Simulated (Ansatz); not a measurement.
# HHfN: the cost of one run

Method: def2-QZVPP, core rule «outside noble gas», up to 5 orbitals frozen; program: Ansatz 0.2.0, Gaussian basis.

The runs, in order: UHF; ROHF; CCSD(T) on UHF.

### Step 1. The system

The geometry is a PBE0/def2-TZVP stationary point (not a proven minimum). No spin-orbit coupling is included. Elements past krypton take def2 core potentials.

3 atoms, charge 1, spin multiplicity 2.

Atoms are counted from 1 here; the program's logs count them from 0.

Bond lengths: Hf1–N2 1.746 Å, N2–H3 1.015 Å. Angles: Hf1–N2–H3 180.0°.

### Step 2. UHF

in.yaml

```yaml
crystal:
  periodic: [false, false, false]
  atoms:
    - {symbol: Hf, position_ang: [0.000000, 0.000000, 1.502073]}
    - {symbol: N, position_ang: [0.000000, 0.000000, -0.243730]}
    - {symbol: H, position_ang: [0.000000, 0.000000, -1.258344]}
basis:
  gaussian: {orbitals: "def2-QZVPP.json"}
total_charge: 1
magnetization: {spin_polarized: true, initial_magnetization: 1}
hamiltonian: {xc: hf}
output: {orbitals: {seedname: orbitals}}
```

The run is started by

```
> ansatz run in.yaml --threads 1 --pin off --events-out ev --progress --plain --max-ram 3968MiB --backend cpu
```

What time and memory should one allow on 1 thread of AMD EPYC 7R13, shared host?

About 8 s, with a peak of 0.4 GiB.
